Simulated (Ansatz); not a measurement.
**BrClH₃NOSi: how energies converge with the basis set**

The task here is to estimate one member of a computed series from the others.

The runs use Ansatz 0.2.0, Gaussian basis; one geometry, several basis sets.

Plan: PBE0-D4/def2-SVP; ωB97M-V/def2-SVP; PBE0-D4/def2-QZVPP; ωB97M-V/def2-QZVPP; the functionals' def2-TZVPP values are taken from earlier runs.

### The relaxed structure

An earlier PBE0-D4 in a triple-zeta def2 set relaxation fixed the geometry.

SMILES `N[Si](O)(Cl)Br`, 8 atoms, charge 0, spin multiplicity 1.

Atoms are counted from 1 here; the program's logs count them from 0.

Bond lengths: N1–Si2 1.693 Å, N1–H6 1.007 Å, N1–H7 1.008 Å, Si2–O3 1.625 Å, Si2–Cl4 2.043 Å, Si2–Br5 2.208 Å, O3–H8 0.960 Å. Angles: Si2–N1–H6 119.3°, Si2–N1–H7 119.5°, H6–N1–H7 111.6°, N1–Si2–O3 111.3°, N1–Si2–Cl4 105.7°, N1–Si2–Br5 115.5°, O3–Si2–Cl4 112.5°, O3–Si2–Br5 103.6°, Cl4–Si2–Br5 108.3°, Si2–O3–H8 115.9°.

The first run:

Contents of in.yaml:

```yaml
crystal:
  periodic: [false, false, false]
  atoms:
    - {symbol: N, position_ang: [0.115234, 0.988799, 0.720191]}
    - {symbol: Si, position_ang: [-0.163299, -0.255058, -0.394594]}
    - {symbol: O, position_ang: [0.825706, -1.517435, -0.131686]}
    - {symbol: Cl, position_ang: [-2.135276, -0.749796, -0.188719]}
    - {symbol: Br, position_ang: [0.205394, 0.263548, -2.508403]}
    - {symbol: H, position_ang: [-0.620937, 1.647311, 0.918637]}
    - {symbol: H, position_ang: [1.024228, 1.423355, 0.762517]}
    - {symbol: H, position_ang: [0.841251, -1.858022, 0.766258]}
basis:
  gaussian: {orbitals: def2-SVP}
hamiltonian: {xc: pbe0, dispersion: d4}
output: {orbitals: {seedname: orbitals}}
```

On the command line:

```
$ ansatz run in.yaml --threads 2 --pin off --events-out ev --progress --plain --max-ram 22528MiB --backend cpu
```

Among the steps run: PBE0-D4 in def2-SVP; ωB97M-V in def2-SVP; PBE0-D4 in def2-QZVPP; ωB97M-V in def2-QZVPP.

One table of the session follows, with a row left open; its other results are not shown here.

It belongs to the step «Functionals by basis». 

```
functional       basis  HOMO (eV)  LUMO (eV)
   PBE0-D4    def2-SVP      -7.87       0.77
   PBE0-D4  def2-TZVPP      -8.05       0.25
   PBE0-D4  def2-QZVPP      -8.09      -0.05
   ωB97M-V    def2-SVP     -10.13       2.60
   ωB97M-V  def2-TZVPP     -10.33       1.83
   ωB97M-V  def2-QZVPP          ?          ?
```

Q: Estimate the row for ωB97M-V, def2-QZVPP from the others.

**Answer.** HOMO (eV): -10.37; LUMO (eV): 1.28. In the column «HOMO (eV)» it is the lowest.
